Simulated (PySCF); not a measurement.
# C₈H₇Br: magnetic properties

What do calculations give for the magnetic properties of C₈H₇Br (`C#C/C(Br)=C\C#CCC`)?

Programs: PySCF 2.14.0, with routines of our own; each step states its level. All values are computed. Atoms count from 0.

## Step 1: The system as given

16 atoms, charge 0, multiplicity 1; geometry from: GFN2-xTB.

## Step 2: Magnetic properties: GIAO BHandHLYP/pcSseg-1

The job: settings as JSON, then the geometry in Å.

```
{"job": {"kind": "mag", "xc": "BHandHLYP", "basis": "pcSseg-1", "isotopologues": 0}, "charge": 0, "multiplicity": 1}
C      2.424345     1.774873    -0.483871
C      2.432149     0.575376    -0.561815
C      2.518379    -0.819261    -0.673064
Br     4.251374    -1.490330    -1.173397
C      1.505462    -1.674774    -0.460352
C      0.226671    -1.231337    -0.094155
C     -0.877668    -0.866628     0.221648
C     -2.191802    -0.396997     0.598144
C     -2.230419     1.127926     0.704925
H      2.383035     2.819929    -0.406789
H      1.650786    -2.740900    -0.567435
H     -2.464560    -0.845213     1.558625
H     -2.915173    -0.737238    -0.149457
H     -1.519375     1.474944     1.451218
H     -1.974043     1.582215    -0.249397
H     -3.226760     1.456360     0.991858
```

Method: GIAO BHandHLYP/pcSseg-1 magnetisability, rotational g tensor and spin-rotation constants, non-relativistic, gas phase.

Run with:

```
$ OMP_NUM_THREADS=1 python excited_run.py task.json out
```

The driver reads the jobs from task.json and runs them one after another.

The program printed:

```text
coarse grid: 66080 points
cycle   1  E = -2882.4801277979  dE =  4.174e-01  |g| = 7.080e-01  |ddm| = 4.545e+00
cycle   2  E = -2882.4939892373  dE = -1.386e-02  |g| = 4.834e-01  |ddm| = 1.100e+00
cycle   3  E = -2882.5288167521  dE = -3.483e-02  |g| = 2.239e-01  |ddm| = 6.539e-01
cycle   4  E = -2882.5407036414  dE = -1.189e-02  |g| = 7.636e-02  |ddm| = 2.501e-01
cycle   5  E = -2882.5419538637  dE = -1.250e-03  |g| = 1.843e-02  |ddm| = 6.596e-02
cycle   6  E = -2882.5420275766  dE = -7.371e-05  |g| = 6.659e-03  |ddm| = 2.252e-02
cycle   7  E = -2882.5420384030  dE = -1.083e-05  |g| = 2.135e-03  |ddm| = 7.880e-03
cycle   8  E = -2882.5420395048  dE = -1.102e-06  |g| = 6.630e-04  |ddm| = 2.329e-03
final grid: 140344 points
cycle   9  E = -2882.5420242920  dE =  1.719e-08  |g| = 8.136e-04  |ddm| = 2.169e-03
cycle  10  E = -2882.5420241521  dE =  1.400e-07  |g| = 1.126e-03  |ddm| = 1.521e-03
cycle  11  E = -2882.5420244528  dE = -3.007e-07  |g| = 9.650e-05  |ddm| = 8.711e-04
cycle  12  E = -2882.5420244548  dE = -2.036e-09  |g| = 1.493e-05  |ddm| = 9.097e-05
cycle  13  E = -2882.5420244550  dE = -1.855e-10  |g| = 1.462e-05  |ddm| = 4.636e-05
converged SCF energy = -2882.5420244550

Magnetisability tensor (1e-30 J/T^2)
    -1723.58       56.98       28.69
       56.98    -1634.12      -15.35
       28.69      -15.35    -1637.12
isotropic -1664.94   principal values   -1759.90  -1628.57  -1606.34
isotropic susceptibility -100.265 1e-6 cm^3/mol

Inertial axes            a          b          c
rot. const./GHz      2.9125     0.4143     0.3644
chi total          -105.631    -97.089    -98.075
chi diamagnetic    -535.984  -2842.719  -3231.223
chi paramagnetic    430.353   2745.630   3133.148
quadrupole/D A        8.387      2.782    -11.169
g nuclear            0.5791     0.5321     0.5358
g electronic        -0.5888    -0.5345    -0.5364
g total             -0.0098    -0.0024    -0.0006

Spin-rotation constants (kHz, H = +C I.J)
atom  isotope        aa         bb         cc
  3   79Br        1.038      1.075      0.987
  9     1H       -0.302      0.015     -0.043
 10     1H       -0.224      0.028     -0.040
 11     1H       -0.256     -0.033     -0.006
 12     1H       -0.256     -0.033     -0.006
 13     1H       -0.276     -0.032     -0.009
 14     1H       -0.277     -0.032     -0.009
 15     1H        0.064     -0.046     -0.041
  0    13C*       0.831      0.077      0.119
  1    13C*       0.999     -0.004      0.138
  2    13C*       1.283      0.146      0.064
  4    13C*       1.250      0.154      0.057
  5    13C*       0.049      0.147      0.123
  6    13C*       0.393      0.147      0.138
  7    13C*       0.401      0.056      0.050
  8    13C*       0.401      0.054      0.054
* in the singly substituted isotopologue
```

It took 49 s on 1 thread of Arm Neoverse V1, shared host; peak memory 0.97 GiB.

Key values:

| quantity | value |
| --- | --- |
| magnetisability | -1665·10⁻³⁰ J/T² |
| molar susceptibility | -100.3·10⁻⁶ cm³/mol |
| rotational g (a, b, c) | -0.0098, -0.0024, -0.0006 |

## Step 3: Magnetic properties: GIAO KT1/cc-pVDZ

Settings changed since step 2:

```diff
@@ -1,2 +1,2 @@
-{"job": {"kind": "mag", "xc": "BHandHLYP", "basis": "pcSseg-1", "isotopologues": 0}, "charge": 0, "multiplicity": 1}
+{"job": {"kind": "mag", "xc": "KT1", "basis": "cc-pVDZ", "scf": {"guess": "vsap"}}, "charge": 0, "multiplicity": 1}
 C      2.424345     1.774873    -0.483871
```

Level: GIAO KT1/cc-pVDZ magnetisability, rotational g tensor and spin-rotation constants, non-relativistic, gas phase.

The program printed:

```text
final grid: 140344 points
cycle   1  E = -2877.0281649276  dE =  1.303e+01  |g| = 6.321e+00  |ddm| = 1.106e+02
cycle   2  E = -2757.1037106914  dE =  1.199e+02  |g| = 1.657e+01  |ddm| = 1.131e+02
cycle   3  E = -2874.5170535225  dE = -1.174e+02  |g| = 6.110e+00  |ddm| = 3.414e+01
cycle   4  E = -2888.8399606680  dE = -1.432e+01  |g| = 3.272e+00  |ddm| = 1.855e+01
cycle   5  E = -2887.6316531951  dE =  1.208e+00  |g| = 3.264e+00  |ddm| = 9.462e+00
cycle   6  E = -2891.6038491471  dE = -3.972e+00  |g| = 1.504e+00  |ddm| = 8.095e+00
cycle   7  E = -2892.2114140632  dE = -6.076e-01  |g| = 6.150e-01  |ddm| = 3.700e+00
cycle   8  E = -2892.2429754433  dE = -3.156e-02  |g| = 4.789e-01  |ddm| = 1.742e+00
cycle   9  E = -2892.3126117191  dE = -6.964e-02  |g| = 1.579e-01  |ddm| = 9.702e-01
cycle  10  E = -2892.3190599342  dE = -6.448e-03  |g| = 4.012e-02  |ddm| = 3.265e-01
cycle  11  E = -2892.3193046684  dE = -2.447e-04  |g| = 2.898e-02  |ddm| = 1.163e-01
cycle  12  E = -2892.3195058874  dE = -2.012e-04  |g| = 9.604e-03  |ddm| = 5.280e-02
cycle  13  E = -2892.3195308626  dE = -2.498e-05  |g| = 3.667e-03  |ddm| = 2.107e-02
cycle  14  E = -2892.3195341305  dE = -3.268e-06  |g| = 1.154e-03  |ddm| = 7.529e-03
cycle  15  E = -2892.3195344991  dE = -3.686e-07  |g| = 3.038e-04  |ddm| = 1.817e-03
cycle  16  E = -2892.3195345241  dE = -2.504e-08  |g| = 5.853e-05  |ddm| = 6.158e-04
cycle  17  E = -2892.3195345231  dE =  1.040e-09  |g| = 7.990e-05  |ddm| = 3.024e-04
cycle  18  E = -2892.3195345254  dE = -2.300e-09  |g| = 3.849e-06  |ddm| = 1.730e-04
cycle  19  E = -2892.3195345254  dE = -3.183e-12  |g| = 3.647e-06  |ddm| = 1.433e-05
converged SCF energy = -2892.3195345254

Magnetisability tensor (1e-30 J/T^2)
    -1674.72       55.72       28.38
       55.72    -1592.50      -15.42
       28.38      -15.42    -1589.04
isotropic -1618.75   principal values   -1711.37  -1580.57  -1564.31
isotropic susceptibility -97.484 1e-6 cm^3/mol

Inertial axes            a          b          c
rot. const./GHz      2.9125     0.4143     0.3644
chi total          -102.675    -94.592    -95.184
chi diamagnetic    -535.104  -2841.055  -3230.057
chi paramagnetic    432.429   2746.464   3134.873
quadrupole/D A        8.992      2.057    -11.049
g nuclear            0.5791     0.5321     0.5358
g electronic        -0.5917    -0.5346    -0.5366
g total             -0.0126    -0.0026    -0.0008

Spin-rotation constants (kHz, H = +C I.J)
atom  isotope        aa         bb         cc
  3   79Br        1.406      1.026      0.931
  9     1H       -0.310      0.017     -0.044
 10     1H       -0.225      0.027     -0.042
 11     1H       -0.256     -0.032     -0.004
 12     1H       -0.256     -0.032     -0.004
 13     1H       -0.283     -0.032     -0.009
 14     1H       -0.284     -0.033     -0.009
 15     1H        0.078     -0.048     -0.042
  0    13C*       0.670      0.071      0.097
  1    13C*       0.851      0.012      0.117
  2    13C*       1.080      0.125      0.061
  4    13C*       1.003      0.131      0.052
  5    13C*       0.159      0.126      0.102
  6    13C*       0.397      0.122      0.116
  7    13C*       0.352      0.050      0.046
  8    13C*       0.345      0.046      0.048
* in the singly substituted isotopologue
```

It took 65 s on 1 thread of Arm Neoverse V1, shared host; peak memory 0.7 GiB.

In short:

| quantity | value |
| --- | --- |
| magnetisability | -1619·10⁻³⁰ J/T² |
| molar susceptibility | -97.5·10⁻⁶ cm³/mol |
| rotational g (a, b, c) | -0.0126, -0.0026, -0.0008 |

## Step 4: Magnetic properties side by side

| level | ξ (10⁻³⁰ J/T²) | g(a) | g(b) | gap (eV) | functions | time |
| --- | --- | --- | --- | --- | --- | --- |
| GIAO BHandHLYP/pcSseg-1 | -1665 | -0.0098 | -0.0024 | 6.70 | 212 | 49 s |
| GIAO KT1/cc-pVDZ | -1619 | -0.0126 | -0.0026 | 3.10 | 174 | 65 s |

## Step 5: Results

| quantity | value |
| --- | --- |
| magnetisability (step 2, GIAO BHandHLYP/pcSseg-1) | -1665·10⁻³⁰ J/T² |
| molar susceptibility (step 2, GIAO BHandHLYP/pcSseg-1) | -100.3·10⁻⁶ cm³/mol |
| rotational g (a, b, c) (step 2, GIAO BHandHLYP/pcSseg-1) | -0.0098, -0.0024, -0.0006 |
| magnetisability over the levels | -1665 to -1619·10⁻³⁰ J/T² |

In words: Steps that list no spin-orbit terms leave them out, which matters at and beside the heavy atoms. The magnetisability spreads by 2.8 % over 2 levels, from GIAO BHandHLYP/pcSseg-1 (49 s) to GIAO KT1/cc-pVDZ (65 s); the runs took 49 s to 65 s. Two levels can agree by chance, so this spread shows no convergence. Vibrational averaging and real surroundings are missing from these values.
